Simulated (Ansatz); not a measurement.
# WS (Pm-3m) in Ansatz: further runs

Runs on WS. Level: LDA. Tasks: phonons, elastic constants.

Everything below comes from runs of Ansatz 0.2.0. Logs are shortened: lines on timing, memory, paths and dates and some standing lists are left out, and cuts for length are marked.

### 1 Starting point

Symmetry: Pm-3m, No. 221, cubic system. Conventional cell: a = 3.008 Å, b = 3.008 Å, c = 3.008 Å, α = 90.00°, β = 90.00°, γ = 90.00°. Around W (site symmetry m-3m) lie 8 S at 2.60 Å. S (site symmetry m-3m) is surrounded by 8 W at 2.60 Å.

The cell was built by a generator and needn't be a form met in nature.

### 2 Phonons, LDA

Input file input.yaml:

```yaml
crystal:
  lattice:
    - [3.00789, 0.0, 0.0]
    - [0.0, 3.00789, 0.0]
    - [0.0, 0.0, 3.00789]
  atoms:
    - { symbol: W, position: [0.5, 0.5, 0.5] }
    - { symbol: S, position: [0.0, 0.0, 0.0] }
hamiltonian:
  xc: lda
  pseudopotentials: { kind: paw }
kpoints:
  mp_grid: { grid: [7, 7, 7] }
scf:
  occupations: { method: fermi_dirac, width: 0.05 }
phonons:
  method: dfpt
```

Potentials or basis: Ansatz PAW.

Command:

```sh
ansatz run input.yaml --threads 2 --pin off --max-ram 5632MiB --backend cpu --events-out ev --progress --plain --runs-dir out
```

Standard output:

```text
Warning: RAYON_NUM_THREADS=2 ignored (pool sized by the plan → 2); use --threads N
Engine: ansatz 0.2.0, x86_64-unknown-linux-gnu
Pseudopotentials: kind: paw
Pseudopotential: W, paw, valence charge 14, recommended cutoff 420 eV (normal), W.paw.azcp
Pseudopotential: S, paw, valence charge 6, recommended cutoff 420 eV (normal), S.paw.azcp
Functional definition: SPW92
  exchange = slater_x
  correlation = pw_c
Crystal: 2 atoms, lattice volume = 27.214 Å³
Basis set: ecut = 420 eV, 515 PW (Γ), exchange–correlation on 48×48×48 points (8 copies of the dense FFT grid, shifted against one another)
Bands: 14, of which v1, the nominal top of the filled ones, is band 10 counted from 1 (9 counted from 0)
Symmetry: 48 space group operations
k-points: 40 of 343 (irreducible under 8 space group operations, time reversal used)
Non-local potential: W, projectors of the file, l = 0: 3, l = 1: 2, l = 2: 2, l = 3: 1
Non-local potential: S, projectors of the file, l = 0: 2, l = 1: 2, l = 2: 2
PAW form: soft (Blöchl's): semilocal exchange-correlation on the pseudo side does not see the compensation charge
PAW frozen core: W, regenerated for the run's functional, and the local potential with it (the file was generated under x = pbe(κ = 0.804, μ = 0.2195149727645171), c = pbe(β = 0.06672455060314922))
PAW frozen core: S, regenerated for the run's functional, and the local potential with it (the file was generated under x = pbe(κ = 0.804, μ = 0.2195149727645171), c = pbe(β = 0.06672455060314922))
PAW one-centre angular grid: W, 590 points (default); XC on 64 Gauss nodes
PAW one-centre angular grid: S, 110 points (default); XC on 64 Gauss nodes
Initial density: superposition of atomic densities (neutral atoms: chi_scale 0, normalization atom), corrected by the library's trained network
Initial wavefunctions: pseudopotential atomic-orbital guess
Functional: x = slater, c = lda
SCF iter   1: F=—  HF=-10999.369602 eV  |F-HF|=—  |Δ(HF+E_count)|=         —  Δρ=8.12e-3  dr2=2.00e-2  ethr=1.77e-3  ⟨swp⟩=5.3  Hψ=3225  notcnv=0
preconditioner: auto → none  [metal: Δε(μ)=0.053 eV  Ē_g=9.293 eV  σ=0.050 eV  W_gap=0.25  n_scr=6 (ndim 8)  ℏωp=24.7 eV  f_vac=0.000  D(μ)=2.38/eV (n_scr^D=26)  sad-step TF]
SCF iter   2: F=—  HF=-10999.367507 eV  |F-HF|=—  |Δ(HF+E_count)|=   2.10e-3  Δρ=5.55e-3  dr2=1.11e-2  ethr=1.00e-4  ⟨swp⟩=1.1  Hψ=882  notcnv=0
SCF iter   3: F=—  HF=-10999.364968 eV  |F-HF|=—  |Δ(HF+E_count)|=   2.54e-3  Δρ=7.14e-4  dr2=5.04e-5  ethr=5.54e-5  ⟨swp⟩=2.3  Hψ=828  notcnv=0
SCF iter   4: F=—  HF=-10999.364943 eV  |F-HF|=—  |Δ(HF+E_count)|=   2.52e-5  Δρ=1.08e-4  dr2=2.71e-6  ethr=2.52e-7  ⟨swp⟩=2.1  Hψ=810  notcnv=0
SCF iter   5: F=—  HF=-10999.364943 eV  |F-HF|=—  |Δ(HF+E_count)|=   6.48e-7  Δρ=1.92e-5  dr2=4.62e-8  ethr=1.36e-8  ⟨swp⟩=2.7  Hψ=1023  notcnv=0
SCF iter   6: F=—  HF=-10999.364942 eV  |F-HF|=—  |Δ(HF+E_count)|=   1.24e-6  Δρ=2.41e-6  dr2=6.36e-10  ethr=2.31e-10  ⟨swp⟩=2.8  Hψ=905  notcnv=0
SCF iter   7: F=-10999.364942 eV  HF=-10999.364942 eV  |F-HF|=5.46e-12  |Δ(HF+E_count)|=  1.56e-10  Δρ=1.36e-7  dr2=2.49e-12  ethr=1.00e-12  ⟨swp⟩=4.5  Hψ=2729  notcnv=0
SCF 1 converged in 7 iterations: F = -10999.364942 eV  dr2 = 2.49e-12
DFPT response loops at Γ: preconditioner auto → Kerker (q_TF=auto, 2.592 Å⁻¹) (partly filled bands, converged f_vac=0.000); β = 1.00, the filter's whole step (`scf.mixing.beta` (0.50) is not read by the response loops under this deck's `scf.mixing.preconditioner`; to damp them name `kerker` or `kerker_dos`, under which they read `scf.mixing.beta`, and type it under 1.00, their step now; both keys bind the ground state too); Broyden in place of MSR1
SCF converged after 7 iterations
Free energy (F): -10999.364942 eV
Harris-Foulkes:  -10999.364942 eV  (|F-HF|=5.46e-12)
Internal energy: -10999.346620 eV  (E = F + TS)
E sigma→0 (E₀):  -10999.355781 eV
Entropy (-TS):   -0.018322 eV (-9.161 meV/atom)
Fermi energy:    19.797394 eV
--- Per-component energies (eV) ---
  E_band       = -59.668275
  E_kinetic    = 564.804659
  E_local      = -726.086932  (includes V_loc(G=0)·N_el)
  E_nonlocal   = 36.478862
  E_hartree    = 265.854418
  E_xc         = -363.637318
  E_vxc        = -329.846876  (∫ρ·V_xc dr)
  E_paw        = -8879.087655  (= ΣΔE_a)
  E_vpaw       = -136.726728  (= ΣTr[D̂ρ^β])
  E_aug_tail   = -0.000066  (compensation charges beyond the density's cutoff)
  E_ewald      = -1898.108939
  E_core_change = 0.436350  (= ΣΔE_core)
  E_smearing   = -0.018322  (= −TS)
  E_closure    = 0.000000  (closes the sum)
  Σ components = -10999.364942   (vs F -10999.364942, Δ=0.00e0)
--- Band table (eV; the first three rows and the last of 40) ---
  k-point 0: bands = ["-54.5483", "-18.6595", "-18.6595", "-18.6595", "2.2425", "15.1965", "15.1965", "16.9545", "16.9545", "16.9545", "20.8988", "20.8988", "20.8988", "22.0486"]
  k-point 1: bands = ["-54.5448", "-18.7408", "-18.6522", "-18.6522", "2.5671", "13.9615", "15.3952", "16.4986", "16.4986", "17.4527", "21.0128", "21.4717", "21.4717", "23.3029"]
  k-point 2: bands = ["-54.5368", "-18.9193", "-18.6356", "-18.6356", "3.4355", "11.5840", "15.7044", "15.7044", "15.9081", "19.3497", "21.2872", "22.7291", "22.7291", "24.9460"]
  k-point 39: bands = ["-54.4958", "-18.9471", "-18.9440", "-18.9440", "6.4156", "11.1577", "11.1577", "11.8167", "20.5831", "21.0989", "21.0989", "24.2625", "24.2625", "25.8752"]
--- Phonons (Γ-DFPT): 2 representative perturbations + reference, on 40 of 343 k-points (Σ response iterations 6) ---
  k mesh reduced under 8 symmetry operations, with k and −k counted as one. Each operation leaves every solved perturbation unchanged. A smaller set is not used because it would not reduce the number of displacements times k-points to solve
  ASR residual: 1.117e-4 → 0.000e0 eV/Å²; symmetrization residual: 6.160e-6 eV/Å²
  ASR residual per site (eV/Å²): 1.12e-4 4.05e-6
  Γ frequencies (cm⁻¹): 0.00 0.00 0.00 149.78 149.78 149.78
  non-analytic LO–TO correction: not included (Born effective charges unavailable; polar crystals: no LO–TO splitting at Γ)
```

Run time: 3.5 s. Hardware: 2 threads of Intel Xeon at 2.70GHz, shared host; peak memory 0.38 GiB.

What came out:

| Item | Value |
| --- | --- |
| Free energy | -10999.3649 eV |
| Band gap on the k mesh | none (metal or under the smearing width) |
| Highest phonon frequency at Γ | 150 cm⁻¹ |

Phonon frequencies in cm⁻¹ (negative: imaginary):
| q point | frequencies |
| --- | --- |
| (0.000, 0.000, 0.000) | 0 0 0 150 150 150 |

Caveat: the PAW data sets come from PBE, with cores solved anew for the run's functional, which leaves a small shift of forces and pressure. Spin-orbit coupling is left out, which matters for the levels of W.

### 3 Elastic constants, LDA

Edit input.yaml of step 2 so:

```diff
@@ -15,3 +15,7 @@
   occupations: { method: fermi_dirac, width: 0.05 }
-phonons:
-  method: dfpt
+output:
+  forces: true
+  stress: true
+elastic:
+  mode: clamped_ion
+  stencil: two_point
```

Potentials or basis: Ansatz PAW.

Command:

```sh
ansatz run input.yaml --threads 2 --pin off --max-ram 5632MiB --backend cpu --events-out ev --progress --plain --runs-dir out
```

Standard output:

```text
Warning: RAYON_NUM_THREADS=2 ignored (pool sized by the plan → 2); use --threads N
Engine: ansatz 0.2.0, x86_64-unknown-linux-gnu
Pseudopotentials: kind: paw
Pseudopotential: W, paw, valence charge 14, recommended cutoff 420 eV (normal), W.paw.azcp
Pseudopotential: S, paw, valence charge 6, recommended cutoff 420 eV (normal), S.paw.azcp
Functional definition: SPW92
  exchange = slater_x
  correlation = pw_c
Crystal: 2 atoms, lattice volume = 27.214 Å³
Basis set: ecut = 420 eV, 515 PW (Γ)
Bands: 14, of which v1, the nominal top of the filled ones, is band 10 counted from 1 (9 counted from 0)
Symmetry: 48 space group operations
Space group: Pm-3m (ITA 221), of the structure as read, at distance tolerance 3.0e-5 Å
k-points: 20 of 343
Non-local potential: W, projectors of the file, l = 0: 3, l = 1: 2, l = 2: 2, l = 3: 1
Non-local potential: S, projectors of the file, l = 0: 2, l = 1: 2, l = 2: 2
PAW form: soft (Blöchl's): semilocal exchange-correlation on the pseudo side does not see the compensation charge
PAW frozen core: W, regenerated for the run's functional, and the local potential with it (the file was generated under x = pbe(κ = 0.804, μ = 0.2195149727645171), c = pbe(β = 0.06672455060314922))
[... 89 lines left out ...]
        0.000000     -11.519088       0.000000
        0.000000       0.000000     -11.519088
  P = ⅓ Tr σ = -11.5191 GPa (-115.191 kbar)
--- Band table (eV; the first three rows and the last of 20) ---
  k-point 0: bands = ["-54.5483", "-18.6595", "-18.6595", "-18.6595", "2.2425", "15.1965", "15.1965", "16.9545", "16.9545", "16.9545", "20.8988", "20.8988", "20.8988", "22.0486"]
  k-point 1: bands = ["-54.5448", "-18.7407", "-18.6522", "-18.6522", "2.5671", "13.9615", "15.3952", "16.4986", "16.4986", "17.4527", "21.0128", "21.4718", "21.4718", "23.3029"]
  k-point 2: bands = ["-54.5368", "-18.9193", "-18.6356", "-18.6356", "3.4355", "11.5840", "15.7044", "15.7044", "15.9081", "19.3497", "21.2872", "22.7291", "22.7291", "24.9460"]
  k-point 19: bands = ["-54.4958", "-18.9471", "-18.9439", "-18.9439", "6.4156", "11.1577", "11.1577", "11.8167", "20.5831", "21.0989", "21.0989", "24.2625", "24.2625", "25.8752"]
--- Elastic constants: 2 strain directions × 2 members + reference (group order 48) ---
  dense FFT box of the reference and of every strained cell: 24×24×24
  strains applied: 11, 23; error gains: componentwise 1.00 (the most a stress slope's error grows in a printed constant), spectral 1.73 (1 for all six strains in a standard setting)
  C = ∂σ_k/∂η_j (tension-positive GPa; Voigt order 11 22 33 23 13 12):
       315.207    175.642    175.642     -0.000     -0.000     -0.000
       175.642    315.207    175.642     -0.000     -0.000     -0.000
       175.642    175.642    315.207     -0.000     -0.000     -0.000
         0.000      0.000     -0.000     -3.538      0.000     -0.000
        -0.000      0.000      0.000     -0.000     -3.538     -0.000
        -0.000      0.000      0.000     -0.000     -0.000     -3.538
  reference stress σ⁰ (GPa):     11.519     11.519     11.519     -0.000     -0.000     -0.000
  C* (energy form; C + prestress term) asymmetry max|C*_kj − C*_jk| = 8.527e-14 GPa — a small one proves nothing (zero by symmetry where the batch's group is 432, −43m or m−3m); a large one is finite-difference/SCF noise where every solve meets its electron count
  moduli (Voigt/Reuss/Hill, GPa): K = 222.16/222.16/222.16   G = 25.79/-6.10/9.84   E = 29.10   ν = 0.478
  mechanically stable: NO (min eigenvalue of sym C = -3.54 GPa)
  strain η (Voigt 11):  stress-route row diagonal C_11 = 315.21 GPa, energy-path curvature d²(F+E_count+ΔE)/dδ²/Ω₀ = 314.51 GPa
         δ    σ_11 (GPa)             F (eV)   n_scf  n_hpsi   n_pw
    -2.000e-3      10.8840      -10999.3687507       6    9222    539
     2.000e-3      12.1449      -10999.3609256       6    8150    541
  strain η (Voigt 23):  stress-route row diagonal C_44 = -3.54 GPa, energy-path curvature d²(F+E_count+ΔE)/dδ²/Ω₀ = -9.79 GPa
         δ    σ_23 (GPa)             F (eV)   n_scf  n_hpsi   n_pw
    -2.000e-3       0.0071      -10999.3649491       7   14788    540
     2.000e-3      -0.0071      -10999.3649491       5   11952    540
```

elastic.tsv:

```text
# convention: tension-positive GPa; Voigt order 11 22 33 23 13 12; engineering shear strains; stresses and constants hold the Pulay correction, whose part of sigma0, of c and of each member's stress the lines and columns named pulay_correction_..._gpa give (of c_energy it is that of c and, on the columns of strains 1 to 3, that of sigma0; of a layer's constants it is that of c in the plane, times a tenth of its plane spacing in ang); where a line pulay_correction_withheld stands none holds it
[... 15 lines left out ...]
6	-1.9423326893e-28	1.9436410089e-28	1.0509738482e-45	-2.1805327861e-32	-1.3438570840e-64	-3.5381167298e0	-1.9423326893e-28	1.9436410089e-28	1.0509738482e-45	-2.1805327861e-32	-1.3438570840e-64	-3.5381167298e0	-2.1412050915e-33	-1.2109123465e-33	4.8148248610e-33	-1.9092743647e-35	-1.7815956335e-64	-3.0979747768e-3
```

Wall time 3.7 s (2 threads of Intel Xeon at 2.70GHz, shared host); peak memory 0.34 GiB.

What came out:

```
Free energy                                 : -10999.3649 eV
Pressure                                    : -11.5 GPa
Band gap on the k mesh                      : none (metal or under the smearing width)
Clamped-ion elastic constants C11, C12, C44 : 315, 176, -4 GPa
Voigt bulk modulus                          : 222 GPa
```

Levels at points of the mesh, in eV from the Fermi level:
```tsv
k point	band 8	band 9	band 10	band 11	band 12	band 13
(0.00, 0.00, 0.00)	-2.84	-2.84	-2.84	1.10	1.10	1.10
```

Elastic tensor in Voigt notation (GPa, ions clamped, in the Cartesian axes of the cell as first typed):
```
315 176 176   0   0   0
176 315 176   0   0   0
176 176 315   0   0   0
  0   0   0  -4   0   0
  0   0   0   0  -4   0
  0   0   0   0   0  -4
```

Caveat: the cell is more than 3 GPa from zero pressure, which shifts response properties; the elastic tensor has a negative eigenvalue, so either the cell is unstable as it stands or the mesh is too thin; the PAW data sets come from PBE, with cores solved anew for the run's functional, which leaves a small shift of forces and pressure. The run has no spin-orbit coupling, so splittings on W are missing.
